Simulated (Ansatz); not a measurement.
# Ga2GeO2: the cost of one run

Method: DFT PBE, scalar-relativistic, plane waves, PAW, in Ansatz 0.2.0.

## 1. Starting point

Symmetry: P-6m2, No. 187, hexagonal system. Conventional cell: a = 3.501 Å, b = 3.501 Å, c = 7.454 Å, α = 90.00°, β = 90.00°, γ = 120.00°. Around Ga (site symmetry 3m) lie 1 Ga at 2.15 Å and 3 Ge at 2.29 Å. Ge (site symmetry -6m2) is surrounded by 6 Ga at 2.29 Å. O (site symmetry -6m2) is surrounded by 3 O at 2.02 Å.

As a file:

```
CELL_PARAMETERS angstrom
3.50087 0.00000 0.00000
-1.75044 3.03184 0.00000
0.00000 0.00000 7.45381
ATOMIC_POSITIONS crystal
Ga 0.33333 0.66667 0.64424
Ga 0.33333 0.66667 0.35576
Ge 0.66667 0.33333 0.50000
O 0.00000 0.00000 0.00000
O 0.33333 0.66667 0.00000
```

Recipe of the guess: random cell by space group and Wyckoff sites (P-6m2, No. 187). The dimensions are guesses.

## 2. Probe: one point on a coarse mesh

File input.yaml:

```yaml
crystal:
  lattice:
    - [3.50087066, 0.0, 0.0]
    - [-1.75043533, 3.03184293, 0.0]
    - [0.0, 0.0, 7.453805]
  atoms:
    - { symbol: Ga, position: [0.33333333, 0.66666667, 0.64424093] }
    - { symbol: Ga, position: [0.33333333, 0.66666667, 0.35575907] }
    - { symbol: Ge, position: [0.66666667, 0.33333333, 0.5] }
    - { symbol: O, position: [0.0, 0.0, 0.0] }
    - { symbol: O, position: [0.33333333, 0.66666667, 0.0] }
basis:
  ecutwfc: 420
kpoints:
  mp_grid: { grid: [6, 6, 4] }
hamiltonian:
  xc: pbe
scf:
  occupations: { method: gaussian, width: 0.1 }
  lower_state_search: "off"
output:
  forces: true
  stress: true
  eigenvalues: true
```

The run is started by

```
> ansatz run input.yaml --threads 1 --pin off --max-ram 2560MiB --backend cpu --events-out ev --progress --plain --runs-dir out
```

**Question.** How long does this run take on 1 thread of Intel Xeon at 2.50GHz (Skylake/Cascade Lake), shared host, and how much memory does it need?

About 11 s, with a peak of 0.36 GiB.
